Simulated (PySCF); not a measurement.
# GeH₂F−: NMR shifts and electronic excitations in gas and solvents

Aim: compute the NMR shifts and electronic excitations of GeH₂F− (`[F][GeH2-]`), and see what a dielectric continuum does where one was used.

Computed with PySCF 2.14.0, with density-fitted response routines of our own, on a single molecule, in the gas phase or a continuum. Atoms count from 0, in the outputs and in this text.

## 1. The molecule as given

4 atoms, charge -1, multiplicity 1; geometry from: GFN2-xTB. The atoms were then displaced at random by about 0.01 Å, so the start is not that level's minimum.

Bonds of the start (Å): F0–Ge1 1.96, Ge1–H2 1.96, Ge1–H3 1.94.

## 2. Geometry optimisation at PBE0-D3(BJ)/def2-SVP

What the job is given:

```
{"job": {"xc": "PBE0", "basis": "def2-SVP", "d3": "d3bj", "grid": 1, "shake": 0.01, "kind": "geom"}, "charge": -1, "multiplicity": 1}
F      1.732750    -0.056010    -0.187610
Ge     0.005790    -0.003390     0.740870
H     -0.902900    -1.392640    -0.295500
H     -0.797640     1.426670    -0.290770
```

The run is started by

```bash
$ OMP_NUM_THREADS=1 python probes_run.py task.json out
```

One launch serves the whole session: the jobs run in the order shown.

What it wrote:

```text
step   0  E = -2177.35258278  max force = 0.049563
step   1  E = -2177.36800980  max force = 0.044442
step   2  E = -2177.38060130  max force = 0.014919
step   3  E = -2177.38041734  max force = 0.012064
step   4  E = -2177.38257605  max force = 0.001240
step   5  E = -2177.38258524  max force = 0.000475
step   6  E = -2177.38258759  max force = 0.000131
optimisation converged
```

Wall time 4.8 s (1 thread of Arm Neoverse V2, shared host); peak memory 0.28 GiB.

Step by step: (the energy doesn't fall at every step)

| step | energy from step 0 (eV) | largest force component (eV/Å) |
| --- | --- | --- |
| 0 | 0.0000 | 2.5486 |
| 1 | -0.4198 | 2.2853 |
| 2 | -0.7624 | 0.7672 |
| 3 | -0.7574 | 0.6204 |
| 4 | -0.8162 | 0.0638 |
| 5 | -0.8164 | 0.0244 |
| 6 | -0.8165 | 0.0067 |

Distances of close pairs at the start and the end, largest changes first:

| bond | before (Å) | after (Å) | change (Å) |
| --- | --- | --- | --- |
| Ge1–H2 | 1.957 | 1.637 | -0.320 |
| Ge1–H3 | 1.938 | 1.637 | -0.301 |
| F0–Ge1 | 1.961 | 1.835 | -0.126 |

The end geometry stands in the next job.

| at the end point | value |
| --- | --- |
| point group (found at 0.08 Å tolerance) | Cs |
| rotational constants (GHz, main isotopes) | 96.643, 9.338, 9.308 |

## 3. NMR shieldings: PBE0/pcSseg-1 in acetonitrile

What the job is given:

```
{"job": {"kind": "nmr", "xc": "PBE0", "basis": "pcSseg-1", "solvent": "acetonitrile", "pop": true}, "charge": -1, "multiplicity": 1}
F      1.582367    -0.059021    -0.174989
Ge    -0.049835    -0.004641     0.662381
H     -0.785883    -1.138066    -0.260725
H     -0.708652     1.176426    -0.259689
```

Method: GIAO PBE0/pcSseg-1 NMR shielding, non-relativistic, IEF-PCM acetonitrile.

What it wrote:

```text
coarse grid: 17664 points
cycle   1  E = -2177.5063488635  dE = -9.747e-01  |g| = 9.755e-01  |ddm| = 1.793e+00
cycle   2  E = -2177.3887720995  dE =  1.176e-01  |g| = 1.280e+00  |ddm| = 1.173e+00
cycle   3  E = -2177.5912623600  dE = -2.025e-01  |g| = 1.907e-01  |ddm| = 8.018e-01
cycle   4  E = -2177.5965108492  dE = -5.248e-03  |g| = 4.516e-02  |ddm| = 1.172e-01
cycle   5  E = -2177.5966771674  dE = -1.663e-04  |g| = 9.003e-03  |ddm| = 3.864e-02
cycle   6  E = -2177.5966892919  dE = -1.212e-05  |g| = 9.328e-04  |ddm| = 1.438e-02
cycle   7  E = -2177.5966894961  dE = -2.042e-07  |g| = 9.596e-05  |ddm| = 1.573e-03
final grid: 35392 points
cycle   8  E = -2177.5966613146  dE = -3.835e-08  |g| = 1.313e-04  |ddm| = 4.088e-04
cycle   9  E = -2177.5966613129  dE =  1.774e-09  |g| = 1.768e-04  |ddm| = 1.662e-04
cycle  10  E = -2177.5966613171  dE = -4.285e-09  |g| = 1.616e-05  |ddm| = 9.359e-05
cycle  11  E = -2177.5966613172  dE = -4.411e-11  |g| = 5.837e-06  |ddm| = 1.393e-05
converged SCF energy = -2177.5966613172

GIAO shielding tensors (ppm)
atom      isotropic    diamagn.    paramagn.     s11        s22        s33       span
  0 F      490.060     479.723      10.337    384.295    458.781    627.104    242.809
  1 Ge    1341.087    2753.555   -1412.468    774.468   1382.202   1866.589   1092.121
  2 H       25.142      28.722      -3.580     18.098     24.758     32.570     14.472
  3 H       25.142      28.721      -3.579     18.099     24.759     32.568     14.469
```

Run time: 2 s. Hardware: 1 thread of Arm Neoverse V2, shared host; peak memory 0.32 GiB.

Shifts follow as δ = σ(reference) − σ, with reference shieldings (ppm) from runs at the same level and on the same kind of geometry: ¹H TMS 31.24, ¹⁹F CFCl3 180.5, ⁷³Ge GeMe4 1329. The references are single molecules in the same continuum, so shifts against H2O, NH3, PH3, H3PO4 or CFCl3 are not on the usual liquid scales and can be off by tens of ppm. Atoms listed in one row are averaged.

| atoms | environment | σ (ppm) | δ (ppm) |
| --- | --- | --- | --- |
| H2, H3 | hydrogen on a germanium bonded to F | 25.14 | 6.10 |
| F0 | fluorine bonded to Ge | 490.1 | -309.5 |
| Ge1 | germanium bonded to F, 2 H | 1341 | -12 |

Charges from the same density, by scheme (e):

| atoms | Mulliken | IAO | Hirshfeld | ESP fit |
| --- | --- | --- | --- | --- |
| F0 | -0.61 | -0.62 | -0.39 | -0.31 |
| Ge1 | 0.07 | 0.02 | -0.18 | -0.48 |

Mayer bond orders: F0–Ge1 0.64.

## 4. Nuclear shieldings: PBE0/pcSseg-1 in water

What the job is given:

```
{"job": {"kind": "nmr", "xc": "PBE0", "basis": "pcSseg-1", "solvent": "water", "pop": false}, "charge": -1, "multiplicity": 1}
F      1.582367    -0.059021    -0.174989
Ge    -0.049835    -0.004641     0.662381
H     -0.785883    -1.138066    -0.260725
H     -0.708652     1.176426    -0.259689
```

Level: GIAO PBE0/pcSseg-1 NMR shielding, non-relativistic, IEF-PCM water.

What it wrote:

```text
coarse grid: 17664 points
cycle   1  E = -2177.5079097315  dE = -9.762e-01  |g| = 9.754e-01  |ddm| = 1.793e+00
cycle   2  E = -2177.3910311080  dE =  1.169e-01  |g| = 1.278e+00  |ddm| = 1.169e+00
cycle   3  E = -2177.5927684367  dE = -2.017e-01  |g| = 1.901e-01  |ddm| = 7.989e-01
cycle   4  E = -2177.5979798019  dE = -5.211e-03  |g| = 4.505e-02  |ddm| = 1.168e-01
cycle   5  E = -2177.5981454601  dE = -1.657e-04  |g| = 8.966e-03  |ddm| = 3.847e-02
cycle   6  E = -2177.5981574810  dE = -1.202e-05  |g| = 9.279e-04  |ddm| = 1.431e-02
cycle   7  E = -2177.5981576833  dE = -2.024e-07  |g| = 9.609e-05  |ddm| = 1.558e-03
final grid: 35392 points
cycle   8  E = -2177.5981295062  dE = -3.838e-08  |g| = 1.316e-04  |ddm| = 4.094e-04
cycle   9  E = -2177.5981295044  dE =  1.781e-09  |g| = 1.775e-04  |ddm| = 1.671e-04
cycle  10  E = -2177.5981295087  dE = -4.302e-09  |g| = 1.601e-05  |ddm| = 9.373e-05
cycle  11  E = -2177.5981295088  dE = -3.820e-11  |g| = 5.914e-06  |ddm| = 1.390e-05
converged SCF energy = -2177.5981295088

GIAO shielding tensors (ppm)
atom      isotropic    diamagn.    paramagn.     s11        s22        s33       span
  0 F      489.989     479.734      10.256    384.300    458.746    626.923    242.623
  1 Ge    1341.171    2753.556   -1412.386    774.558   1382.404   1866.550   1091.992
  2 H       25.144      28.724      -3.580     18.099     24.761     32.573     14.473
  3 H       25.145      28.723      -3.578     18.101     24.762     32.571     14.470
```

Wall time 1.4 s (1 thread of Arm Neoverse V2, shared host); peak memory 0.32 GiB.

In short: δ F0 -309.4, Ge1 -12, H2 6.09 ppm (means over like atoms).

## 5. Excited states and response: CAM-B3LYP/def2-SVPD

What the job is given:

```
{"job": {"kind": "uv", "xc": "CAM-B3LYP", "basis": "def2-SVPD", "dynamic": true, "nstates": 6, "ntriplets": 0}, "charge": -1, "multiplicity": 1}
F      1.582367    -0.059021    -0.174989
Ge    -0.049835    -0.004641     0.662381
H     -0.785883    -1.138066    -0.260725
H     -0.708652     1.176426    -0.259689
```

With the program's defaults for keys left out, this is: TDDFT CAM-B3LYP/def2-SVPD, vertical, gas phase, core orbitals frozen in the response.

What it wrote:

```text
coarse grid: 17664 points
cycle   1  E = -2177.7887986640  dE = -8.896e-01  |g| = 6.540e-01  |ddm| = 1.769e+00
cycle   2  E = -2177.6938333637  dE =  9.497e-02  |g| = 1.045e+00  |ddm| = 1.431e+00
cycle   3  E = -2177.8654641225  dE = -1.716e-01  |g| = 6.199e-02  |ddm| = 5.730e-01
cycle   4  E = -2177.8659376699  dE = -4.735e-04  |g| = 2.574e-02  |ddm| = 1.241e-01
cycle   5  E = -2177.8660350497  dE = -9.738e-05  |g| = 4.152e-03  |ddm| = 8.685e-02
cycle   6  E = -2177.8660431032  dE = -8.054e-06  |g| = 1.068e-03  |ddm| = 3.675e-02
final grid: 35392 points
cycle   7  E = -2177.8660196487  dE = -9.297e-07  |g| = 8.437e-04  |ddm| = 1.164e-02
cycle   8  E = -2177.8660197920  dE = -1.432e-07  |g| = 8.734e-04  |ddm| = 4.749e-03
cycle   9  E = -2177.8660198769  dE = -8.498e-08  |g| = 8.918e-05  |ddm| = 1.064e-03
cycle  10  E = -2177.8660198892  dE = -1.229e-08  |g| = 6.888e-05  |ddm| = 1.359e-03
cycle  11  E = -2177.8660198914  dE = -2.129e-09  |g| = 2.717e-05  |ddm| = 5.431e-04
cycle  12  E = -2177.8660198916  dE = -2.210e-10  |g| = 1.493e-06  |ddm| = 1.442e-04
converged SCF energy = -2177.8660198916

Static polarisability (au): isotropic 54.756, principal 47.915 55.564 60.789

Singlet excitations
state   eV       nm        f      main configurations
  1   4.1254    300.5   0.13784   H->L 0.99
  2   4.2250    293.5   0.04149   H->L+1 0.97
  3   5.5013    225.4   0.19163   H->L+2 0.95
  4   6.3398    195.6   0.01995   H-1->L+1 0.94
  5   6.4309    192.8   0.01027   H->L+3 0.55, H->L+4 0.41
  6   6.4531    192.1   0.16310   H-1->L 0.96
```

It took 3.4 s on 1 thread of Arm Neoverse V2, shared host; peak memory 0.34 GiB.

Frontier orbitals and where they lie:

| orbital | eV | atoms |
| --- | --- | --- |
| HOMO−3 | -6.74 | F0 88 %, Ge1 9 % |
| HOMO−2 | -6.37 | F0 76 %, Ge1 16 %, H3 4 % |
| HOMO−1 | -3.75 | Ge1 38 %, H3 25 %, H2 25 % |
| HOMO | -1.42 | Ge1 64 %, H3 12 %, H2 12 % |
| LUMO | 5.58 | Ge1 81 %, H3 7 %, H2 7 % |
| LUMO+1 | 6.19 | Ge1 59 %, F0 18 %, H3 11 % |
| LUMO+2 | 6.96 | Ge1 77 %, H3 9 %, H2 9 % |

With each of the 6 states as a Gaussian band of 0.4 eV half-width at 1/e, the curve within the window shown has maxima at 299 nm (ε 7,200), 226 nm (ε 7,800), 193 nm (ε 7,800) L/(mol cm). Beyond the last state computed it falls off for lack of states. The curve at chosen wavelengths:

(nm, ε (L/mol/cm)): (184, 4258), (191, 7590), (197, 7089), (204, 4532), (211, 4241), (218, 6357), (224, 7724), (231, 7050), (238, 4711), (244, 2724), (251, 1288), (258, 886), (265, 1351), (271, 2315), (278, 3876), (285, 5507), (292, 6723), (298, 7168), (305, 6924), (312, 6032), (318, 4988), (325, 3713), (332, 2579), (339, 1687), (345, 1125), (352, 672)

Leading natural transition orbitals of singlet state 3: the hole lies on Ge1 61 %; H2, H3 about 15 % each; F0 9 %; the particle on Ge1 49 %; H2, H3 about 19 % each; F0 13 %.

Leading natural transition orbitals of singlet state 1: the hole lies on Ge1 62 %; H2, H3 about 15 % each; F0 8 %; the particle on H2, H3 about 28 % each; Ge1 26 %; F0 18 %.

Further results of this job:

| property | computed |
| --- | --- |
| polarisability (Å³) | 8.11 |
| HOMO–LUMO gap (eV) | 7.00 |
| −ε(HOMO) (eV) | 1.42 |
| C6 with itself (au) | 743 |

The fields below are evaluated on a grid from the run's orbitals.

Frontier orbitals at CAM-B3LYP/def2-SVPD, with the share of their density that lies nearest to each atom:

| orbital | energy (eV) | lies on |
| --- | --- | --- |
| HOMO | -1.42 | Ge1 63 %; H2, H3 about 15 % each; F0 8 % |
| LUMO | 5.58 | Ge1 27 %; H2, H3 about 26 % each; F0 21 % |

ELF in a plane through or near 3 of the atoms.

Ten even steps from '0' (0.00) to '9' (1.00):
```
0000000000000000000000000000
0000000000000000000000000000
0000000000000001110000000000
0000000000000167887520000000
0000000000001599999973000000
0000000000001699999985100000
0000001221001699999997200000
0000034565311499999984100000
0000146788631279999742000000
0000257855862123443100000000
0000257865862123443100000000
0000146788631278999742000000
0000024565311499999984100000
0000001221001699999996200000
0000000000001699999985100000
0000000000001599999973000000
0000000000000168887520000000
0000000000000001111000000000
0000000000000000000000000000
0000000000000000000000000000
```
The map spans 8.3 Å across and 7.5 Å up, centred on the molecule. Atoms in the plane (x, y in Å): F0 (-1.6, 0.0), H2 (0.8, -1.2), H3 (0.8, 1.2).

log10 of the density (e/Å³) in the same plane.

Ten even steps from '0' (-4.0) to '9' (1.2):
```
0000000000000000000000000000
0000000000001122222110000000
0000000000111223332221100000
0000001111222334443332100000
0000112222233455554433210000
0001122333334556665443210000
0012234445445567776543321000
0112345666655677776544321000
0123456777766677766543321000
1123467899876676665543311000
1123467899876676665543311000
0123456777766677766543321000
0112355666655677776544321000
0012234455445567776543321000
0001122333334556665543210000
0000112222233455554433210000
0000001111222334443332100000
0000000000111223332221100000
0000000000001122222110000000
0000000000000000000000000000
```
The map spans 8.3 Å across and 7.5 Å up, centred on the molecule. Atoms in the plane (x, y in Å): F0 (-1.6, 0.0), H2 (0.8, -1.2), H3 (0.8, 1.2).

On the surface of density 0.002 e/bohr³ the electrostatic potential runs, from the 1st to the 99th percentile, from -6.04 V near F0 to -4.32 V near Ge1.

## 6. Excited states and response: CAM-B3LYP/def2-SVPD in acetonitrile

What the job is given:

```
{"job": {"kind": "uv", "xc": "CAM-B3LYP", "basis": "def2-SVPD", "solvent": "acetonitrile", "nstates": 6, "ntriplets": 0}, "charge": -1, "multiplicity": 1}
F      1.582367    -0.059021    -0.174989
Ge    -0.049835    -0.004641     0.662381
H     -0.785883    -1.138066    -0.260725
H     -0.708652     1.176426    -0.259689
```

Method: TDDFT CAM-B3LYP/def2-SVPD, vertical, IEF-PCM acetonitrile (non-equilibrium linear response), core orbitals frozen in the response.

What it wrote:

```text
coarse grid: 17664 points
cycle   1  E = -2177.8859212366  dE = -9.865e-01  |g| = 6.464e-01  |ddm| = 1.767e+00
cycle   2  E = -2177.8096671194  dE =  7.625e-02  |g| = 9.812e-01  |ddm| = 1.152e+00
cycle   3  E = -2177.9563884473  dE = -1.467e-01  |g| = 5.533e-02  |ddm| = 5.454e-01
cycle   4  E = -2177.9567773757  dE = -3.889e-04  |g| = 2.302e-02  |ddm| = 7.603e-02
cycle   5  E = -2177.9568610205  dE = -8.364e-05  |g| = 3.877e-03  |ddm| = 5.689e-02
cycle   6  E = -2177.9568698493  dE = -8.829e-06  |g| = 1.040e-03  |ddm| = 2.497e-02
final grid: 35392 points
cycle   7  E = -2177.9568461113  dE = -1.060e-06  |g| = 8.015e-04  |ddm| = 7.836e-03
cycle   8  E = -2177.9568463049  dE = -1.935e-07  |g| = 8.213e-04  |ddm| = 3.419e-03
cycle   9  E = -2177.9568463882  dE = -8.333e-08  |g| = 1.174e-04  |ddm| = 9.409e-04
cycle  10  E = -2177.9568464110  dE = -2.283e-08  |g| = 1.042e-04  |ddm| = 1.335e-03
cycle  11  E = -2177.9568464146  dE = -3.611e-09  |g| = 1.720e-05  |ddm| = 4.587e-04
cycle  12  E = -2177.9568464148  dE = -1.119e-10  |g| = 1.486e-06  |ddm| = 7.166e-05
converged SCF energy = -2177.9568464148

Static polarisability (au): isotropic 74.137, principal 59.287 78.084 85.041

Singlet excitations
state   eV       nm        f      main configurations
  1   4.3517    284.9   0.06371   H->L 0.59, H->L+1 0.39
  2   4.7813    259.3   0.19572   H->L+1 0.60, H->L 0.39
  3   5.6691    218.7   0.25666   H->L+2 0.96
  4   6.5094    190.5   0.04244   H-1->L 0.54, H-1->L+1 0.42
  5   6.8166    181.9   0.08126   H->L+4 0.75, H->L+3 0.23
  6   7.1149    174.3   0.20003   H-1->L+1 0.53, H-1->L 0.42
```

Wall time 2.1 s (1 thread of Arm Neoverse V2, shared host); peak memory 0.34 GiB.

This run: HOMO -6.28 eV, LUMO 1.38 eV; lowest singlet 4.35 eV.

## 7. Ultraviolet spectrum: CAM-B3LYP/def2-SVPD in water

What the job is given:

```
{"job": {"kind": "uv", "xc": "CAM-B3LYP", "basis": "def2-SVPD", "solvent": "water", "nstates": 6, "ntriplets": 0}, "charge": -1, "multiplicity": 1}
F      1.582367    -0.059021    -0.174989
Ge    -0.049835    -0.004641     0.662381
H     -0.785883    -1.138066    -0.260725
H     -0.708652     1.176426    -0.259689
```

Method: TDDFT CAM-B3LYP/def2-SVPD, vertical, IEF-PCM water (non-equilibrium linear response), core orbitals frozen in the response.

What it wrote:

```text
coarse grid: 17664 points
cycle   1  E = -2177.8874730741  dE = -9.881e-01  |g| = 6.463e-01  |ddm| = 1.767e+00
cycle   2  E = -2177.8115182693  dE =  7.595e-02  |g| = 9.801e-01  |ddm| = 1.150e+00
cycle   3  E = -2177.9578427698  dE = -1.463e-01  |g| = 5.524e-02  |ddm| = 5.451e-01
cycle   4  E = -2177.9582306250  dE = -3.879e-04  |g| = 2.297e-02  |ddm| = 7.561e-02
cycle   5  E = -2177.9583140271  dE = -8.340e-05  |g| = 3.879e-03  |ddm| = 5.659e-02
cycle   6  E = -2177.9583228929  dE = -8.866e-06  |g| = 1.041e-03  |ddm| = 2.485e-02
final grid: 35392 points
cycle   7  E = -2177.9582991590  dE = -1.070e-06  |g| = 8.005e-04  |ddm| = 7.809e-03
cycle   8  E = -2177.9582993565  dE = -1.975e-07  |g| = 8.186e-04  |ddm| = 3.420e-03
cycle   9  E = -2177.9582994399  dE = -8.343e-08  |g| = 1.186e-04  |ddm| = 9.439e-04
cycle  10  E = -2177.9582994637  dE = -2.372e-08  |g| = 1.047e-04  |ddm| = 1.363e-03
cycle  11  E = -2177.9582994673  dE = -3.597e-09  |g| = 1.720e-05  |ddm| = 4.541e-04
cycle  12  E = -2177.9582994674  dE = -1.178e-10  |g| = 1.524e-06  |ddm| = 7.145e-05
converged SCF energy = -2177.9582994674

Static polarisability (au): isotropic 74.849, principal 59.648 78.911 85.989

Singlet excitations
state   eV       nm        f      main configurations
  1   4.3570    284.6   0.06347   H->L 0.61, H->L+1 0.37
  2   4.7948    258.6   0.19538   H->L+1 0.61, H->L 0.38
  3   5.6777    218.4   0.25474   H->L+2 0.96
  4   6.5143    190.3   0.04250   H-1->L 0.55, H-1->L+1 0.41
  5   6.8235    181.7   0.08084   H->L+4 0.75, H->L+3 0.23
  6   7.1284    173.9   0.19988   H-1->L+1 0.54, H-1->L 0.41
```

Run time: 2.1 s. Hardware: 1 thread of Arm Neoverse V2, shared host; peak memory 0.34 GiB.

Key values: HOMO -6.36 eV, LUMO 1.31 eV; lowest singlet 4.36 eV.

## 8. Side by side: NMR shifts

Shifts (ppm), means over like atoms, with basis size and wall time:

| run | H2 | F0 | Ge1 | functions | time |
| --- | --- | --- | --- | --- | --- |
| PBE0/pcSseg-1 in acetonitrile | 6.10 | -309.5 | -12 | 68 | 2 s |
| PBE0/pcSseg-1 in water | 6.09 | -309.4 | -12 | 68 | 1.4 s |

The continuum's effect on the ground state:

| solvent | ε | polarisation energy (Eh) |
| --- | --- | --- |
| acetonitrile | 35.69 | -0.0929 |
| water | 78.36 | -0.0943 |

## 9. Side by side: electronic excitations

Excitations and ground-state properties, with basis size and wall time:

| run | lowest singlet (eV) | brightest (eV) | f | gap (eV) | α (Å³) | functions | time |
| --- | --- | --- | --- | --- | --- | --- | --- |
| CAM-B3LYP/def2-SVPD | 4.13 | 5.50 | 0.192 | 7.00 | 8.11 | 77 | 3.4 s |
| CAM-B3LYP/def2-SVPD in acetonitrile | 4.35 | 5.67 | 0.257 | 7.66 | 10.99 | 77 | 2.1 s |
| CAM-B3LYP/def2-SVPD in water | 4.36 | 5.68 | 0.255 | 7.67 | 11.09 | 77 | 2.1 s |

The continuum's effect on the ground state:

| solvent | ε | polarisation energy (Eh) |
| --- | --- | --- |
| acetonitrile | 35.69 | -0.0917 |
| water | 78.36 | -0.0931 |

## 10. Summary of results

```
                                                                            quantity                        value
                                                                         point group                           Cs
                                                rotational constants (main isotopes)        96.64, 9.34, 9.31 GHz
¹H shifts against TMS (PBE0/pcSseg-1, acetonitrile, means over atoms taken as alike)                     6.10 ppm
                              ¹⁹F shifts against CFCl3 (PBE0/pcSseg-1, acetonitrile)                   -309.5 ppm
                             ⁷³Ge shifts against GeMe4 (PBE0/pcSseg-1, acetonitrile)                      -12 ppm
                                                lowest singlet (CAM-B3LYP/def2-SVPD)  4.13 eV (301 nm), f = 0.138
                                            brightest single state of those computed  state 3, 5.50 eV, f = 0.192
                                                            range of the shift of F0         -309.5 to -309.4 ppm
                                                         range of the lowest singlet              4.13 to 4.36 eV
```

**Reading.** Over 6 steps the energy fell by 0.816 eV; of the close pairs, Ge1–H2 changed most, 1.957 to 1.637 Å. No frequency check was run at this level, so the end point may be a saddle. At PBE0/pcSseg-1: Shielding is most anisotropic at Ge1 (span 1092 ppm, paramagnetic term -1412 ppm). The lowest singlet, at 4.13 eV, is HOMO→LUMO 0.99 and is bright; of the 6 states computed, the strongest absorption comes from state 3 at 5.50 eV (the last state computed is bright too, and its partners may lie past the list). The lowest singlet lies above −ε(HOMO); no detachment energy was computed, so the anion's states may not be bound. In ppm, F0 moves most: its shift spreads over 0.2 ppm, from -309.5 (PBE0/pcSseg-1 in acetonitrile) to -309.4 (PBE0/pcSseg-1 in water). Part of that comes from the computed reference. The continuum holds electrostatics alone: no hydrogen bonds to the solvent, and the gas-phase geometry is kept. The lowest singlet runs from 4.13 eV (CAM-B3LYP/def2-SVPD) to 4.36 eV (CAM-B3LYP/def2-SVPD in water), while the orbital gap spans 7.00 to 7.67 eV. The lowest state need not be the same one in every run. Spin-orbit coupling is left out, which matters for shieldings and couplings at and beside the heavy atoms.
